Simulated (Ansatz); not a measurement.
# CH₃F₃SeSi: small, medium and large basis sets

How large a basis does CH₃F₃SeSi need? Two functionals are run in growing sets.

Computed with Ansatz 0.2.0, Gaussian basis. Level: one geometry, several basis sets.

The runs, in order: PBE0-D4/def2-SVP; ωB97M-V/def2-SVP; PBE0-D4/def2-QZVPP; ωB97M-V/def2-QZVPP; the functionals' def2-TZVPP values are taken from earlier runs.

## (1) The geometry

All runs share one geometry, relaxed beforehand with PBE0-D4 in a triple-zeta def2 set.

9 atoms, charge 0, spin multiplicity 1.

Atoms are counted from 1 here; the program's logs count them from 0.

Bond lengths: C1–Se2 1.964 Å, C1–H7 1.088 Å, C1–H8 1.087 Å, C1–H9 1.087 Å, Se2–Si3 2.222 Å, Si3–F4 1.578 Å, Si3–F5 1.574 Å, Si3–F6 1.578 Å. Angles: Se2–C1–H7 105.5°, Se2–C1–H8 110.2°, Se2–C1–H9 110.2°, H7–C1–H8 109.8°, H7–C1–H9 109.8°, H8–C1–H9 111.2°, C1–Se2–Si3 95.3°, Se2–Si3–F4 112.8°, Se2–Si3–F5 109.3°, Se2–Si3–F6 112.8°, F4–Si3–F5 108.2°, F4–Si3–F6 105.3°, F5–Si3–F6 108.2°.

As a file:

| atom | x (Å) | y (Å) | z (Å) |
| --- | --- | --- | --- |
| C1 | -0.1600 | -1.2475 | 0.9825 |
| Se2 | 1.4020 | -0.4346 | 0.1120 |
| Si3 | 0.2505 | 1.1528 | -0.9322 |
| F4 | -0.8422 | 0.5721 | -1.9118 |
| F5 | 1.2389 | 2.0454 | -1.7713 |
| F6 | -0.5385 | 2.0910 | 0.0618 |
| H7 | 0.2321 | -2.0790 | 1.5642 |
| H8 | -0.8564 | -1.6177 | 0.2343 |
| H9 | -0.6379 | -0.5288 | 1.6435 |

## (2) PBE0-D4 in def2-SVP

File in.yaml:

```yaml
crystal:
  periodic: [false, false, false]
  atoms:
    - {symbol: C, position_ang: [-0.160042, -1.247482, 0.982487]}
    - {symbol: Se, position_ang: [1.402002, -0.434566, 0.112005]}
    - {symbol: Si, position_ang: [0.250514, 1.152784, -0.932244]}
    - {symbol: F, position_ang: [-0.842206, 0.572094, -1.911845]}
    - {symbol: F, position_ang: [1.238905, 2.045374, -1.771342]}
    - {symbol: F, position_ang: [-0.538496, 2.091037, 0.061814]}
    - {symbol: H, position_ang: [0.232097, -2.079007, 1.564246]}
    - {symbol: H, position_ang: [-0.856380, -1.617733, 0.234292]}
    - {symbol: H, position_ang: [-0.637894, -0.528801, 1.643486]}
basis:
  gaussian: {orbitals: def2-SVP}
hamiltonian: {xc: pbe0, dispersion: d4}
output: {orbitals: {seedname: orbitals}}
```

Launch:

```
$ ansatz run in.yaml --threads 4 --pin off --events-out ev --progress --plain --max-ram 11315MiB
```

After this run come: ωB97M-V in def2-SVP; PBE0-D4 in def2-QZVPP; ωB97M-V in def2-QZVPP.

Q: Predict the results of all the runs planned. Wanted: PBE0-D4: double and triple zeta above quadruple; ωB97M-V: double and triple zeta above quadruple.

As calculated:

```
                                       quantity           value
PBE0-D4: double and triple zeta above quadruple  25.04, 2.18 eV
ωB97M-V: double and triple zeta above quadruple  25.16, 2.09 eV
```

In words: For PBE0-D4 the step from double to triple zeta gains 22.86 eV and the next only 2.18 eV. Total energies overstate the basis error of differences, where much of it tends to cancel. The LUMO of ωB97M-V is positive and keeps falling with the basis (1.74 to 1.00 eV): an unbound level that the basis holds in place.
